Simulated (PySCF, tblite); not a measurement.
# C₆H₁₀Ge: geometry, infrared bands and NMR shifts

What infrared bands and NMR shifts should C₆H₁₀Ge (`C=CC#C[C@@H](C)[GeH3]`) show?

Programs: tblite 0.8.0 and PySCF 2.14.0, with density-fitted response routines of our own. Each step states its level of theory. These are calculated values for one molecule in the gas phase, unless marked as measured. Atoms are numbered from 0 throughout.

**1. The molecule as given**

17 atoms, charge 0, multiplicity 1; geometry from: force field or distance geometry start.

Bonds of the start (Å): C0–C1 1.35, C1–C2 1.44, C2–C3 1.23, C3–C4 1.47, C4–C5 1.54, C4–Ge6 1.95, C0–H7 1.08, C0–H8 1.09, C1–H9 1.09, C4–H10 1.11, C5–H11 1.11, C5–H12 1.09, C5–H13 1.12, Ge6–H14 1.54, Ge6–H15 1.52, Ge6–H16 1.55.

**2. Geometry optimisation with GFN2-xTB**

What the job is given:

```
{"job": {"kind": "relax", "xc": "GFN2-xTB", "basis": "xTB"}, "charge": 0, "multiplicity": 1}
C      3.621800    -0.272500     0.699200
C      2.785200     0.633400     0.144200
C      1.373800     0.459100     0.345500
C      0.162500     0.347300     0.504500
C     -1.279300     0.186600     0.710100
C     -2.029900     1.269000    -0.088600
Ge    -1.814400    -1.577800     0.083700
H      3.265000    -1.108500     1.279300
H      4.683000    -0.087900     0.520700
H      3.185500     1.470500    -0.418300
H     -1.559800     0.245000     1.785600
H     -3.063200     0.955100    -0.323100
H     -1.479600     1.576500    -0.983700
H     -2.021500     2.167600     0.585700
H     -0.605200    -2.521900     0.208600
H     -2.290300    -1.533300    -1.360700
H     -2.940500    -2.196100     0.946700
```

On the command line:

```sh
OMP_NUM_THREADS=1 python probes_run.py task.json out
```

The driver reads the jobs from task.json and runs them one after another.

Log:

```text
step      E/eV     max force
  0    -537.35050    1.720
  1    -537.45361    2.981
  2    -537.52489    1.926
  3    -537.58711    0.864
  4    -537.61361    0.325
  5    -537.62959    0.305
  6    -537.64022    0.234
  7    -537.64598    0.261
  8    -537.65240    0.239
  9    -537.65661    0.142
 10    -537.65925    0.100
 11    -537.66112    0.117
 12    -537.66296    0.130
 13    -537.66459    0.101
 14    -537.66583    0.088
 15    -537.66678    0.081
 16    -537.66778    0.087
 17    -537.66909    0.106
 18    -537.67085    0.117
 19    -537.67301    0.123
 20    -537.67537    0.155
 21    -537.67789    0.163
 22    -537.68070    0.157
 23    -537.68373    0.120
 24    -537.68679    0.128
 25    -537.68964    0.131
 26    -537.69217    0.102
 27    -537.69435    0.112
 28    -537.69634    0.095
 29    -537.69830    0.107
 30    -537.70004    0.103
 31    -537.69962    0.253
 32    -537.70258    0.105
 33    -537.70352    0.071
 34    -537.70487    0.082
 35    -537.70570    0.080
 36    -537.70679    0.069
 37    -537.70774    0.060
 38    -537.70875    0.082
 39    -537.70957    0.072
 40    -537.71017    0.056
 41    -537.71062    0.061
 42    -537.71110    0.074
 43    -537.71175    0.098
 44    -537.71255    0.102
 45    -537.71333    0.059
 46    -537.71386    0.047
 47    -537.71414    0.045
 48    -537.71443    0.048
 49    -537.71480    0.041
 50    -537.71512    0.050
 51    -537.71541    0.052
 52    -537.71571    0.041
 53    -537.71603    0.051
 54    -537.71633    0.043
 55    -537.71657    0.036
 56    -537.71680    0.038
 57    -537.71713    0.045
 58    -537.71768    0.062
 59    -537.71845    0.069
 60    -537.71925    0.057
 61    -537.71991    0.063
 62    -537.72041    0.063
 63    -537.72110    0.063
 64    -537.72206    0.066
 65    -537.72284    0.052
 66    -537.72329    0.051
 67    -537.72361    0.048
 68    -537.72405    0.063
 69    -537.72472    0.076
 70    -537.72540    0.056
 71    -537.72581    0.053
 72    -537.72617    0.043
 73    -537.72647    0.041
 74    -537.72685    0.042
 75    -537.72719    0.034
 76    -537.72744    0.033
 77    -537.72760    0.034
 78    -537.72780    0.036
 79    -537.72812    0.051
 80    -537.72857    0.061
 81    -537.72901    0.048
 82    -537.72932    0.032
 83    -537.72954    0.035
 84    -537.72980    0.046
 85    -537.73018    0.056
 86    -537.73063    0.064
 87    -537.73103    0.041
 88    -537.73127    0.034
 89    -537.73146    0.040
 90    -537.73165    0.041
 91    -537.73180    0.032
 92    -537.73188    0.017
 93    -537.73193    0.013
 94    -537.73197    0.018
 95    -537.73203    0.017
 96    -537.73208    0.016
 97    -537.73213    0.016
 98    -537.73218    0.016
 99    -537.73226    0.020
100    -537.73238    0.027
101    -537.73252    0.026
102    -537.73263    0.019
103    -537.73270    0.019
104    -537.73276    0.017
105    -537.73281    0.049
106    -537.73286    0.058
107    -537.73292    0.023
108    -537.73298    0.025
109    -537.73301    0.024
110    -537.73305    0.015
111    -537.73308    0.015
112    -537.73310    0.012
113    -537.73311    0.006
```

Run time: 1.1 s. Hardware: 1 thread of Arm Neoverse N1, shared host; peak memory 0.18 GiB.

Step by step: (not every step is listed)

```csv
step,energy from step 0 (eV),largest force (eV/Å)
0,0.0000,1.7199
1,-0.1031,2.9810
2,-0.1744,1.9256
3,-0.2366,0.8639
4,-0.2631,0.3249
5,-0.2791,0.3051
6,-0.2897,0.2335
7,-0.2955,0.2610
8,-0.3019,0.2387
18,-0.3203,0.1170
28,-0.3458,0.0946
38,-0.3582,0.0816
48,-0.3639,0.0478
58,-0.3672,0.0617
68,-0.3736,0.0627
78,-0.3773,0.0361
88,-0.3808,0.0345
98,-0.3817,0.0164
108,-0.3825,0.0255
109,-0.3825,0.0237
110,-0.3826,0.0154
111,-0.3826,0.0154
112,-0.3826,0.0122
113,-0.3826,0.0065
```

Distances of close pairs at the start and the end, largest changes first:

```csv
bond,before (Å),after (Å),change (Å)
C4–Ge6,1.947,1.999,+0.052
Ge6–H16,1.548,1.500,-0.048
Ge6–H14,1.539,1.495,-0.044
C5–H13,1.123,1.089,-0.034
C1–C2,1.436,1.409,-0.027
Ge6–H15,1.521,1.495,-0.027
C0–C1,1.352,1.329,-0.024
C3–C4,1.465,1.443,-0.023
```

The final coordinates are the input of the step that follows.

**3. Vibrational analysis with GFN2-xTB**

What the job is given:

```
{"job": {"kind": "ir", "xc": "GFN2-xTB", "basis": "xTB"}, "charge": 0, "multiplicity": 1}
C      3.679193    -0.144259     0.667463
C      2.739638     0.611793     0.109715
C      1.359531     0.430643     0.329966
C      0.178954     0.291070     0.528685
C     -1.242017     0.139689     0.727045
C     -2.016427     1.284486     0.073867
Ge    -1.824512    -1.629742     0.001563
H      3.428834    -0.955115     1.331176
H      4.725500     0.023679     0.477847
H      2.999473     1.424253    -0.559256
H     -1.439280     0.136793     1.806228
H     -3.086298     1.156953     0.237047
H     -1.830398     1.304104    -0.999171
H     -1.711966     2.243539     0.491277
H     -1.095453    -2.758489     0.656863
H     -1.578356    -1.716256    -1.470303
H     -3.293412    -1.831111     0.229539
```

Log:

```text
mode    cm-1     km/mol
  1      22.9      0.03
  2      64.7      0.12
  3      94.4      0.16
  4     122.2      0.57
  5     172.0      0.25
  6     192.6      1.10
  7     208.3      0.10
  8     232.4      2.37
  9     335.2      2.58
 10     418.6     18.59
 11     441.9     15.42
 12     499.4     35.30
 13     515.7     18.12
 14     599.0     46.04
 15     652.3      5.71
 16     749.0     28.19
 17     764.7    501.37
 18     847.9    117.29
 19     856.4    110.85
 20     872.8     11.45
 21     973.4      1.16
 22     991.1     17.75
 23    1000.9     22.51
 24    1052.1      3.24
 25    1076.5      1.85
 26    1154.4      9.90
 27    1207.7     19.47
 28    1264.4      2.01
 29    1291.0      0.46
 30    1407.4      2.17
 31    1408.9      0.28
 32    1487.6      2.49
 33    1499.2      4.60
 34    1662.6     11.17
 35    1964.9    179.65
 36    2058.1    469.11
 37    2079.2    470.86
 38    2343.7     76.37
 39    2878.1     44.82
 40    3002.9     41.10
 41    3010.3     42.96
 42    3018.0     21.07
 43    3029.6     39.67
 44    3104.3     17.93
 45    3131.4     51.84
```

Run time: 0.88 s. Hardware: 1 thread of Arm Neoverse N1, shared host; peak memory 0.18 GiB.

The strongest bands and the atoms that carry them (share of the mass-weighted mode):

```csv
cm⁻¹,km/mol,atoms
765,501.4,"H16 33 %, H14 33 %, H15 30 %"
848,117.3,"H16 50 %, H14 33 %, H15 15 %"
856,110.8,"H15 50 %, H14 31 %, H16 17 %"
1965,179.7,"H16 54 %, H14 23 %, H15 22 %"
2058,469.1,"H16 44 %, H14 28 %, H15 26 %"
2079,470.9,"H15 51 %, H14 48 %"
2344,76.4,"C2 50 %, C3 49 %"
3131,51.8,"H8 52 %, H7 37 %"
```

**4. Nuclear shieldings: PBE0/pcSseg-1**

Settings changed since step 3:

```diff
@@ -1,2 +1,2 @@
-{"job": {"kind": "ir", "xc": "GFN2-xTB", "basis": "xTB"}, "charge": 0, "multiplicity": 1}
+{"job": {"kind": "nmr", "xc": "PBE0", "basis": "pcSseg-1"}, "charge": 0, "multiplicity": 1}
 C      3.679193    -0.144259     0.667463
```

With the program's defaults for keys left out, this is: GIAO PBE0/pcSseg-1 NMR shielding, non-relativistic, gas phase.

Log:

```text
coarse grid: 63216 points
cycle   1  E = -2310.6860088708  dE =  1.050e-01  |g| = 9.062e-01  |ddm| = 4.073e+00
cycle   2  E = -2310.6759843148  dE =  1.002e-02  |g| = 8.871e-01  |ddm| = 1.196e+00
cycle   3  E = -2310.7599630154  dE = -8.398e-02  |g| = 9.136e-02  |ddm| = 6.786e-01
cycle   4  E = -2310.7604682516  dE = -5.052e-04  |g| = 5.595e-02  |ddm| = 9.931e-02
cycle   5  E = -2310.7611836817  dE = -7.154e-04  |g| = 1.459e-02  |ddm| = 4.916e-02
cycle   6  E = -2310.7612341642  dE = -5.048e-05  |g| = 2.706e-03  |ddm| = 1.373e-02
cycle   7  E = -2310.7612359830  dE = -1.819e-06  |g| = 6.666e-04  |ddm| = 3.546e-03
final grid: 134008 points
cycle   8  E = -2310.7612706795  dE =  5.132e-08  |g| = 8.587e-04  |ddm| = 3.150e-03
cycle   9  E = -2310.7612704217  dE =  2.577e-07  |g| = 1.310e-03  |ddm| = 1.983e-03
cycle  10  E = -2310.7612708588  dE = -4.371e-07  |g| = 2.391e-04  |ddm| = 1.190e-03
cycle  11  E = -2310.7612708728  dE = -1.399e-08  |g| = 3.755e-05  |ddm| = 2.143e-04
cycle  12  E = -2310.7612708731  dE = -3.242e-10  |g| = 1.179e-05  |ddm| = 4.163e-05
converged SCF energy = -2310.7612708731

GIAO shielding tensors (ppm)
atom      isotropic    diamagn.    paramagn.     s11        s22        s33       span
  0 C       53.924     254.831    -200.907    -69.396     67.171    163.997    233.393
  1 C       61.519     262.181    -200.663    -52.369     73.289    163.636    216.005
  2 C       99.097     258.265    -159.168     13.767     18.340    265.182    251.415
  3 C       82.578     263.596    -181.017      6.299     17.037    224.399    218.100
  4 C      173.515     250.706     -77.191    165.904    172.671    181.970     16.066
  5 C      165.702     246.068     -80.366    151.298    159.316    186.492     35.194
  6 Ge    1536.731    2755.999   -1219.267   1452.433   1472.024   1685.737    233.304
  7 H       25.844      32.747      -6.903     22.070     25.108     30.354      8.284
  8 H       26.069      27.768      -1.698     23.061     25.667     29.480      6.419
  9 H       25.641      31.166      -5.524     22.701     25.868     28.355      5.654
 10 H       29.223      31.194      -1.971     25.482     26.739     35.448      9.967
 11 H       30.443      29.309       1.134     25.161     28.726     37.442     12.281
 12 H       30.299      30.201       0.098     26.546     28.850     35.501      8.954
 13 H       29.945      29.315       0.630     25.385     27.430     37.020     11.634
 14 H       27.927      29.701      -1.775     21.236     23.082     39.462     18.226
 15 H       28.152      29.703      -1.551     22.083     23.549     38.824     16.741
 16 H       28.001      29.575      -1.575     21.205     22.913     39.884     18.680
```

Run time: 55 s. Hardware: 1 thread of Arm Neoverse N1, shared host; peak memory 0.8 GiB.

The references, computed at this level on geometries of the same kind, shield at (ppm): 1H TMS 31.72, 13C TMS 186.9, 73Ge GeMe4 1331. Their shielding less the atom's gives the shift. The references are single molecules in the gas phase. Atoms listed in one row are averaged.

```csv
atoms,environment,σ (ppm),δ (ppm)
C0,terminal =CH2 carbon,53.9,133.0
C1,alkene CH,61.5,125.4
C3,alkyne carbon,82.6,104.3
C2,alkyne carbon,99.1,87.8
C5,methyl carbon,165.7,21.2
C4,propargylic sp3 CH bonded to Ge,173.5,13.4
H9,hydrogen on an alkene CH,25.64,6.08
H7,hydrogen on a terminal =CH2 carbon,25.84,5.87
H8,hydrogen on a terminal =CH2 carbon,26.07,5.65
"H14, H15, H16",hydrogen on a germanium bonded to C,28.03,3.69
H10,hydrogen on a propargylic sp3 CH bonded to Ge,29.22,2.49
"H11, H12, H13",hydrogen on a methyl carbon,30.23,1.49
Ge6,"germanium bonded to C, 3 H",1537,-206
```

Charges from the same density, by scheme (e):

```csv
atoms,Mulliken,IAO,Hirshfeld,ESP fit
C0,-0.14,-0.30,-0.09,-0.41
C1,-0.31,-0.15,-0.04,-0.11
C2,-0.07,-0.07,-0.06,0.03
C3,0.16,-0.05,-0.05,-0.28
C4,-0.62,-0.33,-0.08,0.22
C5,-0.19,-0.40,-0.11,-0.48
Ge6,0.29,0.49,0.31,0.17
```

Mayer bond orders: C0–C1 1.92, C1–C2 1.21, C2–C3 2.37, C3–C4 0.99, C4–C5 1.02, C4–Ge6 0.87.

**5. What came out**

| quantity | value |
| --- | --- |
| strongest single infrared mode (GFN2-xTB) | 765 cm⁻¹, 501 km/mol |
| zero-point energy (GFN2-xTB) | 79.7 kcal/mol |
| 13C shifts against TMS (PBE0/pcSseg-1) | 133.0, 125.4, 104.3, 87.8, 21.2, 13.4 ppm |
| 1H shifts against TMS (PBE0/pcSseg-1, means over atoms taken as alike) | 6.08, 5.87, 5.65, 3.69, 2.49, 1.49 ppm |
| 73Ge shifts against GeMe4 (PBE0/pcSseg-1) | -206 ppm |

Over 113 steps the energy fell by 0.383 eV; of the close pairs, C4–Ge6 changed most, 1.947 to 1.999 Å. All 45 modes are real, so the xTB geometry is a minimum. The strongest single mode, at 765 cm⁻¹, has its largest shares on H16, H14 and H15 (the list is cut at 3 atoms). GFN2-xTB is a fitted tight-binding method: band positions and strengths are rough. Its intensities can rank the bands wrongly. The most deshielded carbon is C0 (terminal =CH2 carbon), at 133.0 ppm: an sp2 carbon of a C=C bond. The most deshielded hydrogen is H9 (hydrogen on an alkene CH), at 6.08 ppm: attached to an sp2 carbon and in the plane of the double bond. At PBE0/pcSseg-1: Shielding is most anisotropic at C2 (span 251 ppm, paramagnetic term -159 ppm). Spin-orbit coupling is left out, which matters for shieldings and couplings at and beside the heavy atoms.
